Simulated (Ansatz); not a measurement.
Runs of Ansatz 0.2.0 on NiMoIrPdW. The structure is tetragonal, space group I4mm (No. 107). Conventional cell: a = 2.740 Å, b = 2.740 Å, c = 19.433 Å, α = 90.00°, β = 90.00°, γ = 90.00°. Ni (site symmetry 4mm) has 4 Mo at 2.60 Å and 4 Pd at 2.67 Å and 4 Ni at 2.74 Å as nearest neighbours. Mo (site symmetry 4mm) has 4 Ni at 2.60 Å and 4 Mo at 2.74 Å and 4 W at 2.94 Å as nearest neighbours. Pd (site symmetry 4mm) is surrounded by 4 Ni at 2.67 Å and 4 Pd at 2.74 Å and 4 Ir at 2.83 Å. Ir (site symmetry 4mm) is surrounded by 4 W at 2.69 Å and 4 Ir at 2.74 Å and 4 Pd at 2.83 Å. Around W (site symmetry 4mm) lie 4 Ir at 2.69 Å and 4 W at 2.74 Å and 4 Mo at 2.94 Å. The cell was built by a generator and needn't be a form met in nature.

```csv
task,level,cell,k mesh,points for each segment of the path,gap on the mesh (eV),pressure (GPa),moment (μB),relaxed volume (Å³/atom),largest force (eV/Å)
relaxation of cell and atoms,LDA,relaxed,10 × 10 × 10,-,none,0.0,0.00,13.76,-
band structure,PBEsol,as given,13 × 13 × 13,14,none,-9.2,0.00,-,(a)
band structure,PBE,as given,13 × 13 × 13,14,none,0.0,0.00,-,(b)
relaxation of cell and atoms,PBE,relaxed,10 × 10 × 10,-,none,0.0,0.00,14.59,0.01
relaxation of cell and atoms,PBE+D3(BJ),relaxed,10 × 10 × 10,-,none,0.0,0.00,14.15,0.01
```

Alike in all rows: potentials or basis Ansatz PAW; spin collinear, ferromagnetic start; cutoff (eV) 420; smearing fermi-dirac 0.05 eV.

Q: Estimate the missing entries.

A: (a) 0.16; (b) 0.03.

Caveats: the starting moments weren't kept; the plane-wave basis is chosen anew once the cell has moved, so the energies of steps on either side of that aren't comparable (some runs); the PAW data sets come from PBE, with cores solved anew for the run's functional, which leaves a small shift of forces and pressure (some runs); spin-orbit coupling is left out, which moves the levels of the heavy elements (some runs); pairwise dispersion overbinds metals, which lowers pressure and volume (some runs).

A k mesh can miss the band edges, and the runs leave out spin-orbit coupling on Ir, Mo, Pd, W.

A gap of «none» marks a metal or a gap under the smearing width.
